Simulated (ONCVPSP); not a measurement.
# An ONCV potential for S, from input to tests

Task: generate the file, and judge it by its errors in other configurations, its logarithmic derivatives, its ghosts and its cutoff.

Program: ONCVPSP 4.0.1.1 (patched build). Reference atom: PBEsol, scalar-relativistic, spherical and spin-unpolarised. All values are calculated.

## (1) The atom and the settings

Typed settings, in words:

| Item | Value |
| --- | --- |
| element | sulfur (S, Z = 16) |
| type | optimised norm-conserving Vanderbilt (ONCV) |
| frozen core | [Ne] |
| valence charge | 6 |
| reference configuration | 3s2 3p4 |
| partial waves | 3s: rc 1.20 bohr, ncon 5, nbas 9, qcut 5 1/bohr, 2 projectors, debl 3.9 Ha; 3p: rc 1.20 bohr, ncon 4, nbas 8, qcut 8 1/bohr, local; d scattering state at 0.26 Ha: rc 1.80 bohr, ncon 4, nbas 9, qcut 5 1/bohr, 2 projectors, debl 3.8 Ha |
| local potential | the p channel |
| core correction | Teter function fitted to the true core (icmod 2), fcfact 0.65 |

An earlier all-electron run gives the scale for the radii.

All-electron outer shells of the reference configuration (PBEsol, scalar-relativistic, ld1.x):

```tsv
shell	level (eV)	outermost node (bohr)	outermost maximum (bohr)
2s	-211.24	0.13	0.39
2p	-156.32	–	0.33
3s	-17.19	0.60	1.40
3p	-6.98	0.58	1.61
```

## (2) Generation

Input file S.dat:

```
# ATOM AND REFERENCE CONFIGURATION
# atsym  z   nc   nv     iexc    psfile
  S 16.00    3    2  -116133      upf
#
#   n    l    f
    1    0    2.00
    2    0    2.00
    2    1    6.00
    3    0    2.00
    3    1    4.00
#
# PSEUDOPOTENTIAL AND OPTIMIZATION
# lmax
    2
#
#   l,   rc,      ep,       ncon, nbas, qcut
    0    1.20    0.00    5    9    5.00
    1    1.20    0.00    4    8    8.00
    2    1.80    0.26    4    9    5.00
#
# LOCAL POTENTIAL
# lloc, lpopt,  rc(5),   dvloc0
    1    5    1.20    0.00
#
# VANDERBILT-KLEINMAN-BYLANDER PROJECTORs
# l, nproj, debl
    0    2    3.90
    1    0    3.60
    2    2    3.80
#
# MODEL CORE CHARGE
# icmod, fcfact, rcfact
    2    0.65    0.75
#
# LOG DERIVATIVE ANALYSIS
# epsh1, epsh2, depsh
   -2.00    5.00    0.02
#
# OUTPUT GRID
# rlmax, drl
    6.00    0.01
#
# TEST CONFIGURATIONS
# ncnf
    4
# nvcnf
#   n    l    f
    2
    3    0    2.00
    3    1    3.00
#
    2
    3    0    2.00
    3    1    2.00
#
    2
    3    0    2.00
    3    1    1.00
#
    2
    3    0    2.00
    3    1    0.00
#
```

Launch:

```
$ oncvpsp.x < S.dat > S.out
```

**Question.** What will these runs give? Wanted: cutoffs for 1 and 0.1 mHa per electron, occupied waves; bound ghosts; GHOST(+) flags; largest test error; largest phase difference near zero energy, channels read; rms error of d²Exc/dn², without and with the model core.

The runs gave:

| quantity | value |
| --- | --- |
| cutoffs for 1 and 0.1 mHa per electron, occupied waves | 119 Ha and 155 Ha |
| bound ghosts | s at -82.03 eV |
| GHOST(+) flags | none at low energy |
| largest test error (AE − PS) | +116 meV, for 3s2 3p0 |
| largest phase difference near zero energy, channels read | 0.008 rad |
| rms error of d²Exc/dn², without and with the model core | 1.87 and 0.51 mHa |

In words: It has a bound ghost (s), a state that the atom doesn't have, and that rules the file out. By total energies transferability is fair for so large an energy: the largest error is 116 meV on 114.7 eV, for 3s2 3p0. That test lies far up in energy; among those under 40 eV, nearer to bonding, the largest error is 17 meV. It counts as very hard, with 119 Ha needed at the looser tolerance. At the looser tolerance the 3s wave is the slowest; 3p needs 24 Ha. Near zero energy the phases of the channels with partial waves agree within 0.008 rad. These are tests on the free atom; a crystal test is still owed.
